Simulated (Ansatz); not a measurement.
# K3Ca: the cost of one run

Program: Ansatz 0.2.0. Level of theory: DFT PBE, scalar-relativistic, plane waves, PAW. These are calculated values, not measurements.

### Step 1. The starting structure

Symmetry: Im-3m, No. 229, cubic system. The conventional cell has a = 6.466 Å, b = 6.466 Å, c = 6.466 Å, α = 90.00°, β = 90.00°, γ = 90.00°. K (site symmetry 4/mmm) is surrounded by 4 K at 3.23 Å and 2 Ca at 3.23 Å. Ca (site symmetry m-3m) is surrounded by 6 K at 3.23 Å.

Coordinates:

```xyz
4
Lattice="-3.2331 3.2331 3.2331 3.2331 -3.2331 3.2331 3.2331 3.2331 -3.2331" Properties=species:S:1:pos:R:3 pbc="T T T"
K     3.2331    0.0000    0.0000
K     0.0000    3.2331    0.0000
K     0.0000    0.0000    3.2331
Ca    0.0000    0.0000    0.0000
```

The cell is invented: species swapped into a database cell of Sb3Au (Im-3m, No. 229), with K on the Sb sites and Ca on the Au sites. Lengths come from tabulated atomic sizes and are only a guess.

### Step 2. A first look at the guess

The input, input.yaml:

```yaml
crystal:
  lattice:
    - [-3.23309289, 3.23309289, 3.23309289]
    - [3.23309289, -3.23309289, 3.23309289]
    - [3.23309289, 3.23309289, -3.23309289]
  atoms:
    - { symbol: K, position: [0.0, 0.5, 0.5] }
    - { symbol: K, position: [0.5, 0.0, 0.5] }
    - { symbol: K, position: [0.5, 0.5, 0.0] }
    - { symbol: Ca, position: [0.0, 0.0, 0.0] }
basis:
  ecutwfc: 420
kpoints:
  mp_grid: { grid: [4, 4, 4] }
hamiltonian:
  xc: pbe
scf:
  occupations: { method: gaussian, width: 0.1 }
  lower_state_search: "off"
output:
  forces: true
  stress: true
  eigenvalues: true
```

The run is started by

```
$ ansatz run input.yaml --threads 1 --pin off --max-ram 2048MiB --backend cpu --events-out ev --progress --plain --runs-dir out
```

**Question.** How long does this run take on 1 thread of Arm Neoverse V1, shared host, and how much memory does it need?

About 1.7 s, with a peak of 0.33 GiB.
